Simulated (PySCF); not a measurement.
**PbO(OH)₂: relaxation and vibrations of the singlet**

The task is one start of a wider search on PbO(OH)₂: the singlet, built as T-shaped (ligand arrangement 1). It is relaxed, tested by its Hessian and followed downhill if it is a saddle.

Program: PySCF 2.14.0. Level of theory: PBE0, basis Pb def2-SVP with ECP60, O def2-SVP, H def2-SVP, scalar-relativistic core potentials, no spin–orbit coupling, density fitting. These are calculated values, not measurements.

## 1. The system as given

6 atoms, charge 0, spin multiplicity 1.

Bond lengths: Pb1–O2 1.920 Å, Pb1–O3 2.070 Å, Pb1–O4 2.070 Å, O3–H5 0.960 Å, O4–H6 0.960 Å. Angles: O2–Pb1–O3 88.0°, O2–Pb1–O4 88.0°, O3–Pb1–O4 176.0°, Pb1–O3–H5 130.0°, Pb1–O4–H6 130.0°.

Z-matrix (Å, degrees; charge 0 multiplicity 1):
```
Pb
O  1 1.9200
O  1 2.0700 2 88.00
O  1 2.0700 2 88.00 3 180.00
H  3 0.9600 1 130.00 2 89.99
H  4 0.9600 1 130.00 2 89.99
```

## 2. T-shaped (ligand arrangement 1) start, singlet: relaxation

One driver script runs all steps and calls PySCF; scf.py shows how it sets up the SCF of each step. The optimiser is the driver's own. Before each start the driver seeks the lowest SCF state from one or more starting densities and follows internal instabilities, so scf.py alone need not reach the same state.

The program finds C2 symmetry in the start, which this walk keeps. The walk stops when the largest gradient is under 0.0003 Eh/bohr and the energy has settled too.

Contents of scf.py:

```python
from pyscf import gto, scf, dft
mol = gto.M(atom='''
Pb     0.000000     0.000000    -0.128728
O      0.000000     0.000000     1.791272
O      2.068700    -0.000000    -0.056528
O     -2.068700     0.000000    -0.056528
H      2.685400    -0.735400    -0.034928
H     -2.685400     0.735400    -0.034928''',
    basis={'Pb': 'def2-SVP', 'O': 'def2-SVP', 'H': 'def2-SVP'},
    ecp={'Pb': 'def2-SVP'},
    charge=0, spin=0)
mf = dft.RKS(mol, xc='PBE0')
mf.grids.atom_grid = (50, 194)
aux = {'Pb': 'def2-universal-JKFIT', 'O': 'def2-universal-JKFIT', 'H': 'def2-universal-JKFIT'}
mf = mf.density_fit(auxbasis=aux)
mf.kernel()
```

After this run come: Frequencies.

What does the calculation give? Wanted: minimum; geometry; wavenumbers; dipole moment; highest occupied, lowest empty level; polar-tensor charge of Pb1; zero-point energy; atomisation energy.

**Answer**, as computed:

| quantity | value |
| --- | --- |
| minimum | singlet, C2v |
| geometry | O–H 0.968 Å (×2), Pb–O 1.941 Å, Pb–O 2.074 Å (×2); H–O–Pb 107.9° (×2), O–Pb–O 94.0°, O–Pb–O 133.0° (×2) |
| wavenumbers (cm⁻¹) | 92 (b2), 122 (b1), 154 (a1), 284 (a2), 311 (b1), 565 (a1), 568 (b2), 701 (a1), 874 (b2), 928 (a1), 3843 (b2), 3845 (a1) |
| dipole moment | 0.23 D |
| highest occupied, lowest empty level | -7.79, -3.33 eV |
| polar-tensor charge of Pb1 | +1.42 e |
| zero-point energy | 73.5 kJ/mol |
| entropy at 298.15 K | 339.3 J/(mol K) |
| atomisation energy (no zero-point energy) | 1594 kJ/mol |

In words: From C2 at the start the molecule goes to a C2v minimum. The strongest infrared band lies at 311 cm⁻¹ (b1). Only this shape and spin were tried, so other structures or states may lie lower. A two-component treatment could change these values noticeably.
